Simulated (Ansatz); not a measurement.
# GeCN+ (singlet): wave-function methods side by side, cc-pVDZ

How much of the correlation energy of GeCN+ (singlet) does each wave-function method recover here?

Computed with Ansatz 0.2.0, Gaussian basis. Level: cc-pVDZ, core rule «outside noble gas», up to 16 orbitals frozen.

To be run: UHF; CCSD(T) on RHF; BCCD(T) on RHF; CISD; CCSDT(Q) on RHF.

24 further runs of the same task are left out: 6 for a known fault of the program, 7 that didn't finish, 11 set aside as unsound or not needed.

## Step 1: The system

The geometry is a PBE0/def2-TZVP stationary point (not a proven minimum) of the parent state, kept for this charge and spin. No spin-orbit coupling is included. The filled d shell of Ge may be among the frozen orbitals whatever the setting's name suggests; the logs give the count.

3 atoms, charge 1, spin multiplicity 1.

Atoms are counted from 1 here; the program's logs count them from 0.

Bond lengths: C1–N2 1.180 Å, N2–Ge3 1.860 Å. Angles: C1–N2–Ge3 180.0°.

## Step 2: UHF

Contents of in.yaml:

```yaml
crystal:
  periodic: [false, false, false]
  atoms:
    - {symbol: C, position_ang: [0.000000, 0.000000, -1.406467]}
    - {symbol: N, position_ang: [0.000000, 0.000000, -0.226567]}
    - {symbol: Ge, position_ang: [0.000000, 0.000000, 1.633033]}
basis:
  gaussian: {orbitals: cc-pVDZ}
total_charge: 1
magnetization: {spin_polarized: true, initial_magnetization: 0}
hamiltonian: {xc: hf}
output: {orbitals: {seedname: orbitals}}
```

Started as:

```bash
ansatz run in.yaml --threads 1 --pin off --events-out ev --progress --plain --max-ram 2393MiB
```

Further steps of the session: CCSD(T) on RHF; BCCD(T) on RHF; CISD; CCSDT(Q) on RHF.

**Question.** What will the summary of the whole plan be? Wanted: RCCSDT(Q) below the RHF energy; RMP2 from RCCSDT(Q); RCCSD from RCCSDT(Q); RCCSD(T) from RCCSDT(Q); T1 diagnostic.

The runs gave:

| quantity | value |
| --- | --- |
| RCCSDT(Q) below the RHF energy | -9.3542 eV |
| RMP2 from RCCSDT(Q) | +25.06 kcal/mol |
| RCCSD from RCCSDT(Q) | +10.79 kcal/mol |
| RCCSD(T) from RCCSDT(Q) | +1.29 kcal/mol |
| levels within 1 kcal/mol (43 meV) | RCCSDT |
| T1 diagnostic | 0.018 |

**Reading.** RCCSD(T) lands +1.29 kcal/mol from the yardstick (0.6 % of the correlation energy). These misses are within one basis, not against nature.
